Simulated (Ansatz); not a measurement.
# CH₈GeN₂: small, medium and large basis sets

One table from this session's results is given with a row withheld; the runs are named, their logs left out.

Program: Ansatz 0.2.0, Gaussian basis. Level of theory: one geometry, several basis sets. These are calculated values, not measurements.

Levels to be run: PBE0-D4/def2-SVP; ωB97M-V/def2-SVP; PBE0-D4/def2-QZVPP; ωB97M-V/def2-QZVPP; the functionals' def2-TZVPP values are taken from earlier runs.

## The geometry

All runs share one geometry, relaxed beforehand with PBE0-D4 in a triple-zeta def2 set.

12 atoms, charge 0, spin multiplicity 1.

Atoms are counted from 1 here; the program's logs count them from 0.

Bond lengths: C1–N2 1.447 Å, C1–H5 1.094 Å, C1–H6 1.100 Å, C1–H7 1.094 Å, N2–Ge3 1.828 Å, N2–H8 1.010 Å, Ge3–N4 1.832 Å, Ge3–H9 1.547 Å, Ge3–H10 1.549 Å, N4–H11 1.010 Å, N4–H12 1.010 Å. Angles: N2–C1–H5 110.5°, N2–C1–H6 114.7°, N2–C1–H7 109.6°, H5–C1–H6 107.7°, H5–C1–H7 106.8°, H6–C1–H7 107.3°, C1–N2–Ge3 120.7°, C1–N2–H8 112.8°, Ge3–N2–H8 113.1°, N2–Ge3–N4 104.0°, N2–Ge3–H9 104.7°, N2–Ge3–H10 116.6°, N4–Ge3–H9 117.1°, N4–Ge3–H10 105.3°, H9–Ge3–H10 109.5°, Ge3–N4–H11 114.9°, Ge3–N4–H12 115.1°, H11–N4–H12 109.3°.

The first run:

The input, in.yaml:

```yaml
crystal:
  periodic: [false, false, false]
  atoms:
    - {symbol: C, position_ang: [-0.506481, 1.855573, 0.406315]}
    - {symbol: N, position_ang: [-0.490807, 0.415753, 0.551066]}
    - {symbol: Ge, position_ang: [0.425555, -0.630749, -0.635449]}
    - {symbol: N, position_ang: [0.384555, -2.298388, 0.121644]}
    - {symbol: H, position_ang: [-0.828858, 2.330102, 1.338333]}
    - {symbol: H, position_ang: [-1.154202, 2.229482, -0.399947]}
    - {symbol: H, position_ang: [0.506459, 2.213939, 0.202025]}
    - {symbol: H, position_ang: [-1.394537, 0.037815, 0.796772]}
    - {symbol: H, position_ang: [1.809244, 0.048081, -0.772036]}
    - {symbol: H, position_ang: [-0.206549, -0.804210, -2.038698]}
    - {symbol: H, position_ang: [0.926407, -2.393681, 0.968727]}
    - {symbol: H, position_ang: [0.606216, -3.058715, -0.504552]}
basis:
  gaussian: {orbitals: def2-SVP}
hamiltonian: {xc: pbe0, dispersion: d4}
output: {orbitals: {seedname: orbitals}}
```

The run is started by

```bash
$ ansatz run in.yaml --threads 4 --pin off --events-out ev --progress --plain --max-ram 10444MiB
```

Steps of the session up to this table: PBE0-D4 in def2-SVP; ωB97M-V in def2-SVP; PBE0-D4 in def2-QZVPP; ωB97M-V in def2-QZVPP.

One of the session's tables, all rows but one given; the rest of the session is left out.

It belongs to the step «Functionals by basis». 

```
functional       basis  HOMO (eV)  LUMO (eV)
   PBE0-D4    def2-SVP      -6.34       1.24
   PBE0-D4  def2-TZVPP      -6.53       0.74
   PBE0-D4  def2-QZVPP      -6.58       0.43
   ωB97M-V    def2-SVP          ?          ?
   ωB97M-V  def2-TZVPP      -8.87       2.28
   ωB97M-V  def2-QZVPP      -8.91       1.77
```

Estimate the missing values for ωB97M-V, def2-SVP.

The run gave: HOMO (eV): -8.67; LUMO (eV): 2.99. In the column «HOMO (eV)» it lies between ωB97M-V, def2-TZVPP (-8.87) and PBE0-D4, def2-QZVPP (-6.58).
